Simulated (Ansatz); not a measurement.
# MgS: the band gap up the ladder of functionals

The task here is to estimate one member of a computed series from the others.

Program: Ansatz 0.2.0. PAW datasets, plane waves. Computed at 0 K without zero-point motion; spin polarisation is off.

### The cell

The cell was relaxed beforehand with r2SCAN.

The symmetry is Fm-3m (No. 225, cubic); conventional cell a = 5.203 Å, 17.61 Å³ an atom. Mg has 6 S at 2.60 Å; S has 6 Mg at 2.60 Å.

Structure file:

```cif
data_structure
_symmetry_space_group_name_H-M 'Fm-3m'
_symmetry_Int_Tables_number 225
_cell_length_a 5.2030
_cell_length_b 5.2030
_cell_length_c 5.2030
_cell_angle_alpha 90.000
_cell_angle_beta 90.000
_cell_angle_gamma 90.000
_cell_volume 140.85
loop_
_atom_site_label
_atom_site_type_symbol
_atom_site_symmetry_multiplicity
_atom_site_Wyckoff_symbol
_atom_site_fract_x
_atom_site_fract_y
_atom_site_fract_z
_atom_site_occupancy
Mg1 Mg 4 a 0.00000 0.00000 0.00000 1
S1 S 4 b 0.50000 0.00000 0.00000 1
```

Set-up of the first run:

input.yaml

```yaml
crystal:
  lattice:
    - [0.0, 2.6015176528, 2.6015176528]
    - [2.6015176528, 0.0, 2.6015176528]
    - [2.6015176528, 2.6015176528, 0.0]
  atoms:
    - { symbol: Mg, position: [0.0, 0.0, 0.0] }
    - { symbol: S, position: [0.5, 0.5, 0.5] }
kpoints:
  mp_grid: { grid: [8, 8, 8] }
  band_path:
    path:
      - [[0.0, 0.0, 0.0], [0.5, 5.38619181597e-35, 0.5], [0.625, 0.25, 0.625]]
      - [[0.375, 0.375, 0.75], [0.0, 0.0, 0.0], [0.5, 0.5, 0.5], [0.5, 0.25, 0.75], [0.5, 5.38619181597e-35, 0.5]]
    npoints: 10
hamiltonian:
  xc: pbe
scf:
  occupations: { method: fermi_dirac, width: 0.02 }
  n_extra_bands: 4
output:
  forces: true
  stress: true
  eigenvalues: true
```

On the command line:

```
ansatz run input.yaml --threads 2 --pin off --max-ram 29491MiB --backend cpu --events-out ev --progress --plain --runs-dir out
```

Steps of the session up to this table: PBE bands along the symmetry lines; Single point with r2SCAN; HSE06; PBE0; LDA at the same geometry; One-shot GW from PBE; Quasiparticle levels, G0W0@PBE; DDH-PBE0 at the same geometry; Single point with Hartree-Fock; r2SCAN0.

One of the session's tables, all rows but one given; the rest of the session is left out.

```
                     level  gap (eV)
                       PBE      2.79
                    r2SCAN      3.46
                     HSE06      3.80
                      PBE0      4.53
                       LDA      2.56
G0W0@PBE (105 empty bands)         ?
G0W0@PBE (260 empty bands)      4.29
                  DDH-PBE0      4.07
              Hartree-Fock     10.33
                   r2SCAN0      4.96
```

**Question.** Estimate the row for G0W0@PBE (105 empty bands).

**Answer.** gap (eV): 4.15. In the column «gap (eV)» it lies between DDH-PBE0 (4.07) and G0W0@PBE (260 empty bands) (4.29).

Meshes: PBE 8×8×8, r2SCAN 8×8×8, HSE06 6×6×6, PBE0 6×6×6, LDA 8×8×8, DDH-PBE0 6×6×6, Hartree-Fock 6×6×6, r2SCAN0 6×6×6

Against G0W0@PBE, PBE is short by 1.50 eV, at 65 % of it, and r2SCAN 81 %. PBE0 lies 0.72 eV above HSE06, which differs from it by screening the long-range exchange. Hartree-Fock lies above G0W0@PBE by 6.0 eV. G0W0 values are finite-basis, finite-mesh values.

Limits of these values: Warnings in the runs' records: stress scf threshold loose, stress exchange threshold loose.
